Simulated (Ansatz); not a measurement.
**Al3FH5NO: one species, many methods**

An exercise on one series of results from a longer session: the logs are not shown, and one member is left open.

Computed with Ansatz 0.2.0, Gaussian basis. Level: functionals in def2-TZVPP, the program's frozen cores in correlated methods.

The runs, in order: LDA (SPW92), PBE-D4, revPBE-D4, BLYP-D4, r2SCAN-D4, B97M-V, PBE0-D4, B3LYP-D4, r2SCANh-D4, r2SCAN0-D4, HSE06-D4, BHLYP-D4, CAM-B3LYP-D4, LC-ωPBE, ωB97X-V, ωB97M-V, B2PLYP, PBE-QIDH; CCSD(T)/def2-SVP; CCSD(T)/def2-TZVPP; MP2/def2-QZVPP; extrapolation to the limit; RPA on PBE.

## The geometry

An earlier PBE0-D4 in a triple-zeta def2 set relaxation fixed the geometry.

11 atoms, charge 0, spin multiplicity 1.

Atoms are counted from 1 here; the program's logs count them from 0.

Bond lengths: N1–Al2 1.770 Å, N1–H7 1.010 Å, N1–H8 1.008 Å, Al2–Al3 2.591 Å, Al2–H9 1.593 Å, Al3–O4 1.707 Å, Al3–H10 1.593 Å, O4–Al5 1.670 Å, Al5–F6 1.657 Å, Al5–H11 1.565 Å. Angles: Al2–N1–H7 124.4°, Al2–N1–H8 125.3°, H7–N1–H8 110.4°, N1–Al2–Al3 113.3°, N1–Al2–H9 116.6°, Al3–Al2–H9 130.0°, Al2–Al3–O4 113.6°, Al2–Al3–H10 131.4°, O4–Al3–H10 115.0°, Al3–O4–Al5 151.3°, O4–Al5–F6 118.0°, O4–Al5–H11 124.4°, F6–Al5–H11 117.6°.

Coordinates:

```mol
Al3FH5NO
  3D, bonds by distance, orders not assigned

 11 10  0  0  0  0  0  0  0  0999 V2000
   -1.6969    1.1680    0.0619 N   0  0
   -1.2021    0.5486   -1.5204 Al  0  0
    0.9412   -0.9047   -1.4292 Al  0  0
    1.5918   -1.0655    0.1403 O   0  0
    1.5599   -0.7456    1.7785 Al  0  0
    0.3269    0.1940    2.3634 F   0  0
   -1.2053    0.9850    0.9253 H   0  0
   -2.5025    1.7492    0.2335 H   0  0
   -2.1143    0.9518   -2.7623 H   0  0
    1.7488   -1.6642   -2.5737 H   0  0
    2.6176   -1.2736    2.8035 H   0  0
  1  2  8  0
  2  3  8  0
  3  4  8  0
  4  5  8  0
  5  6  8  0
  1  7  8  0
  1  8  8  0
  2  9  8  0
  3 10  8  0
  5 11  8  0
M  END
```

Set-up of the first run:

in.yaml

```yaml
crystal:
  periodic: [false, false, false]
  atoms:
    - {symbol: N, position_ang: [-1.696868, 1.167999, 0.061861]}
    - {symbol: Al, position_ang: [-1.202085, 0.548560, -1.520427]}
    - {symbol: Al, position_ang: [0.941194, -0.904656, -1.429241]}
    - {symbol: O, position_ang: [1.591832, -1.065539, 0.140263]}
    - {symbol: Al, position_ang: [1.559912, -0.745567, 1.778516]}
    - {symbol: F, position_ang: [0.326900, 0.194046, 2.363444]}
    - {symbol: H, position_ang: [-1.205313, 0.984990, 0.925309]}
    - {symbol: H, position_ang: [-2.502480, 1.749218, 0.233468]}
    - {symbol: H, position_ang: [-2.114330, 0.951768, -2.762294]}
    - {symbol: H, position_ang: [1.748820, -1.664193, -2.573666]}
    - {symbol: H, position_ang: [2.617615, -1.273626, 2.803468]}
basis:
  gaussian: {orbitals: def2-TZVPP}
hamiltonian: {xc: lda}
output: {orbitals: {seedname: orbitals}}
```

The run is started by

```console
$ ansatz run in.yaml --threads 4 --pin off --events-out ev --progress --plain --max-ram 10444MiB
```

Among the steps run: LDA; PBE-D4 (GGA); revPBE-D4 (GGA); BLYP-D4 (GGA); r2SCAN-D4 (meta-GGA); B97M-V (meta-GGA); B3LYP-D4 (hybrid); r2SCANh-D4 (hybrid); r2SCAN0-D4 (hybrid); HSE06-D4 (hybrid); BHLYP-D4 (hybrid); CAM-B3LYP-D4 (range-separated); LC-ωPBE (range-separated); ωB97X-V (range-separated); ωB97M-V (range-separated); B2PLYP (double hybrid); PBE-QIDH (double hybrid).

One table of the session follows, with a row left open; its other results are not shown here.

It belongs to the step «Orbital energies across the functionals». 

| functional | HOMO (eV) | LUMO (eV) | gap (eV) |
| --- | --- | --- | --- |
| LDA (SPW92) | -5.73 | -2.93 | 2.80 |
| PBE-D4 | -5.66 | -2.75 | 2.91 |
| revPBE-D4 | -5.63 | -2.67 | 2.96 |
| BLYP-D4 | ? | ? | ? |
| r2SCAN-D4 | -5.89 | -2.61 | 3.28 |
| B97M-V | -5.94 | -2.81 | 3.13 |
| PBE0-D4 | -6.73 | -2.05 | 4.67 |
| B3LYP-D4 | -6.55 | -2.19 | 4.35 |
| r2SCANh-D4 | -6.28 | -2.35 | 3.93 |
| r2SCAN0-D4 | -6.86 | -1.97 | 4.89 |
| HSE06-D4 | -6.33 | -2.42 | 3.91 |
| BHLYP-D4 | -7.69 | -1.26 | 6.44 |
| CAM-B3LYP-D4 | -7.97 | -1.06 | 6.91 |
| LC-ωPBE | -9.24 | -0.10 | 9.14 |
| ωB97X-V | -8.94 | -0.18 | 8.77 |
| ωB97M-V | -8.66 | -0.38 | 8.28 |

Estimate the missing values for BLYP-D4.

Worked estimate for «HOMO (eV)». Against the share of exact exchange, B3LYP-D4 (0.2, -6.55), BHLYP-D4 (0.5, -7.69) give a slope of -3.80 per unit share; at 0 the line stands at -5.79.

As computed: HOMO (eV): -5.54; LUMO (eV): -2.59; gap (eV): 2.95. In «HOMO (eV)» the line misses by -0.25.
